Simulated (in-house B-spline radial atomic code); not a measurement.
**Fe²⁰⁺: excited configurations**

How much energy does it take to promote electrons of Fe²⁰⁺ to other shells? Each configuration is solved by itself and compared with the reference.

Program: in-house B-spline radial atomic code version 1. Level of theory: Dirac-Hartree-Fock, average of configuration, Fermi nucleus, basis-set limit. These are calculated values, not measurements, unless marked.

## Step 1: The atom as given

- element: iron (Z = 26)
- charge: +20
- electrons: 6
- configuration: [He] 2s2 2p2
- Hamiltonian: Dirac-Coulomb
- nucleus: Fermi, rms radius 3.738 fm

The outer shells:

[He] 2s2 2p2
```
[He] core
2s [↑↓]
2p [↑ ][↑ ][  ]
```

The boxes draw the filling by Hund's rule, which heavy ions in jj coupling don't follow; these runs average over all states of the configuration.

The run's settings:

```ini
Z = 26
electrons = 6.0
configuration = [He] 2s2 2p2
hamiltonian = dirac
method = hf
spin_polarised = False
nucleus = fermi
rms_radius = 3.7377
mass_number = 56
atomic_mass = 55.934935537
speed_of_light = 137.035999084
```

The reference is known from an earlier run: -940.085222 hartree in all. Up to eight levels, counted from the top:

| orbital | occupation | energy (eV) | <r> (bohr) |
| --- | --- | --- | --- |
| 1s1/2 | 2 | -8270.98 | 0.05808 |
| 2s1/2 | 2 | -1753.81 | 0.2483 |
| 2p1/2 | 0.666667 | -1691.40 | 0.2122 |
| 2p3/2 | 1.33333 | -1676.43 | 0.2146 |

## Step 2: [He] 2s2 2p1 6g1

The run's settings:

```ini
Z = 26
electrons = 6.0
configuration = [He] 2s2 2p1 6g1
hamiltonian = dirac
method = hf
spin_polarised = False
nucleus = fermi
rms_radius = 3.7377
mass_number = 56
atomic_mass = 55.934935537
speed_of_light = 137.035999084
```

## Step 3: [He] 2s1 2p2 6p1

Settings: those of step 2 with these lines changed.

```diff
@@ -2,3 +2,3 @@
 electrons = 6.0
-configuration = [He] 2s2 2p1 6g1
+configuration = [He] 2s1 2p2 6p1
 hamiltonian = dirac
```

## Step 4: Run with [He] 2s2 2p1 5g1

Settings: those of step 3 with these lines changed.

```diff
@@ -2,3 +2,3 @@
 electrons = 6.0
-configuration = [He] 2s1 2p2 6p1
+configuration = [He] 2s2 2p1 5g1
 hamiltonian = dirac
```

## Step 5: [He] 2s2 2p1 6d1

Settings: those of step 4 with these lines changed.

```diff
@@ -2,3 +2,3 @@
 electrons = 6.0
-configuration = [He] 2s2 2p1 5g1
+configuration = [He] 2s2 2p1 6d1
 hamiltonian = dirac
```

## Step 6: Run with [He] 2s1 2p2 4p1

Settings: those of step 5 with these lines changed.

```diff
@@ -2,3 +2,3 @@
 electrons = 6.0
-configuration = [He] 2s2 2p1 6d1
+configuration = [He] 2s1 2p2 4p1
 hamiltonian = dirac
```

Before running: How far above the reference does each configuration lie (order and size, in eV)?

The runs gave:

| net move | configuration | energy above the reference (eV) | with Breit, QED, recoil (eV) | largest <r> (bohr) |
| --- | --- | --- | --- | --- |
| 2s → 4p | [He] 2s1 2p2 4p1 | 1361.72 | 1360.72 | 1.05 |
| 2p → 5g | [He] 2s2 2p1 5g1 | 1440.16 | 1439.45 | 1.31 |
| 2p → 6d | [He] 2s2 2p1 6d1 | 1511.71 | 1511.00 | 2.40 |
| 2p → 6g | [He] 2s2 2p1 6g1 | 1513.51 | 1512.80 | 2.09 |
| 2s → 6p | [He] 2s1 2p2 6p1 | 1581.59 | 1580.53 | 2.46 |

Quantum defects of the promoted electron, δ = n − ζ/√(−2ε) with ζ = 21 and ε its orbital energy in hartree:

| promotion | δ |
| --- | --- |
| 2s → 4p | 0.084 |
| 2p → 5g | 0.001 |
| 2p → 6d | 0.034 |
| 2p → 6g | 0.001 |
| 2s → 6p | 0.082 |

At the bottom stands 2s → 4p (1361.72 eV), at the top 2s → 6p (1581.59 eV). Of those tabulated, the defect is largest for 4p (0.08) and least for 5g (0.00); at this charge much of the defect is relativistic. Two partly filled shells share a symmetry and can mix in the average, which may lower the energy, for: 2s → 4p; 2s → 6p. These are averages over configurations, without correlation, not spectroscopic levels.
